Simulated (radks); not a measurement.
**Ionisation of Hf: one atom, several choices of functional**

The task here is to estimate one member of a computed series from the others.

Program: radks (a radial shooting solver on a logarithmic mesh, Libxc functionals) version 1. Level of theory: Dirac Kohn-Sham, spin-unpolarised, spherical densities, finite nucleus; open shells are shared between the two j in proportion to 2j + 1. These are calculated values, not measurements, unless marked.

## What is computed

* element: hafnium (Z = 72)
* charge: 0
* electrons: 72
* configuration: [Xe] 4f14 5d2 6s2
* ion: Hf⁺, [Xe] 4f14 5d1 6s2
* choices: B86b exchange with PBE correlation; revPBE; exchange-only B88; XLYP; RPBE; HCTH/407

Outer shells as boxes (Hund's rule):

Hf
```
[Xe] core
4f [↑↓][↑↓][↑↓][↑↓][↑↓][↑↓][↑↓]
5d [↑ ][↑ ][  ][  ][  ]
6s [↑↓]
```

Hf⁺
```
[Xe] core
4f [↑↓][↑↓][↑↓][↑↓][↑↓][↑↓][↑↓]
5d [↑ ][  ][  ][  ][  ]
6s [↑↓]
```

The first run:

Input:

```text
Z 72
configuration [Xe] 4f14 5d2 6s2
relativity Dirac
functional b86_mgc,pbe
spin unpolarised
j_filling average
nucleus finite rms 5.347 fm
c 137.035999084
```

Steps of the session up to this table: B86b exchange with PBE correlation: Hf; B86b exchange with PBE correlation: Hf⁺; revPBE: Hf; revPBE: Hf⁺; exchange-only B88: Hf; exchange-only B88: Hf⁺; XLYP: Hf; XLYP: Hf⁺; RPBE: Hf; RPBE: Hf⁺; HCTH/407: Hf; HCTH/407: Hf⁺.

One of the session's tables, all rows but one given; the rest of the session is left out.

```
                        functional  Δ-SCF (eV)  −ε(HOMO) (eV)  <r> HOMO (bohr)
B86b exchange with PBE correlation       6.523          2.536            2.570
                            revPBE       6.444          2.472            2.577
                 exchange-only B88       5.662          1.790            2.652
                              XLYP       6.399          2.410            2.583
                              RPBE       6.435          2.472            2.583
                          HCTH/407           ?              ?                ?
```

Estimate the missing values for HCTH/407.

**Answer.** Δ-SCF (eV): 6.654; −ε(HOMO) (eV): 2.647; <r> HOMO (bohr): 2.552. In the column «Δ-SCF (eV)» it is the highest.

**Reading.** The NIST Atomic Spectra Database lists 6.825 eV (measured). Nearest is HCTH/407 (-0.17 eV off), farthest exchange-only B88 (-1.16 eV). The ionisation energies span 0.99 eV, the total energies of Hf 323 eV: most of the change in the total cancels in the difference. Spin polarisation and multiplet splitting are left out, so open shells lie too high by an amount that depends on their filling. Sharing an open shell by 2j + 1 raises it above the true ground level by a part of the spin-orbit splitting, which enters the differences from NIST.

**Measured values.**

From NIST Atomic Spectra Database: ionisation energy of Hf 6.82507 eV.
